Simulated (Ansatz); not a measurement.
**ZnCl3 under changes of volume**

One of the cells (30.285 Å³/atom); the others are scaled copies at fixed shape and fractional positions:

```xyz
8
Lattice="9.8057 0.0000 0.0000 -4.9029 8.4920 0.0000 0.0000 0.0000 2.9096" Properties=species:S:1:pos:R:3 pbc="T T T"
Zn    4.9029    2.8307    2.1822
Zn    0.0000    5.6613    0.7274
Cl   -0.5807    3.7661    2.1822
Cl    5.4836    4.7259    0.7274
Cl    2.9712    2.3859    0.7274
Cl   -1.3510    7.1119    2.1822
Cl    1.9317    6.1060    2.1822
Cl    6.2538    1.3801    0.7274
```

The cell comes from a database or a generator and needn't be the stable form of this composition.

| Item | Value |
| --- | --- |
| Program | Ansatz 0.2.0 |
| Functional | PBE |
| Potentials or basis | Ansatz PAW |
| Cutoff | 420 eV (not typed: the program's choice for these potentials) |
| k mesh | 3 × 3 × 9 |
| Occupations | fermi-dirac, width 0.05 eV |
| Spin | no spin polarisation |

```csv
volume (Å³/atom),energy over the lowest point (meV/atom),pressure (GPa),largest force (eV/Å)
28.468,21.12,3.1,0.410
29.073,11.26,2.2,0.249
29.679,4.67,1.3,0.102
30.285,?,?,?
30.891,0.00,0.0,0.160
31.496,1.32,-0.6,0.275
32.102,4.73,-1.2,0.381
```

Problem. What does the run at 30.285 Å³/atom give?

Solution. Energy over the lowest point 1.03 meV/atom; pressure 0.6 GPa; largest force 0.037 eV/Å.

Worked out: A Birch-Murnaghan fit of order 3 (a polynomial in V^(-2/3)) to the other rows has its minimum at 30.84 Å³/atom with B0 = V·E''(V) = 32 GPa and B' = 4.7 at fixed shape and positions, which overstates the stiffness. It gives 1.02 meV/atom at 30.285 Å³/atom, against the run's 1.03, and -dE/dV = 0.6 GPa, against 0.6.

Energies are extrapolated to zero smearing.
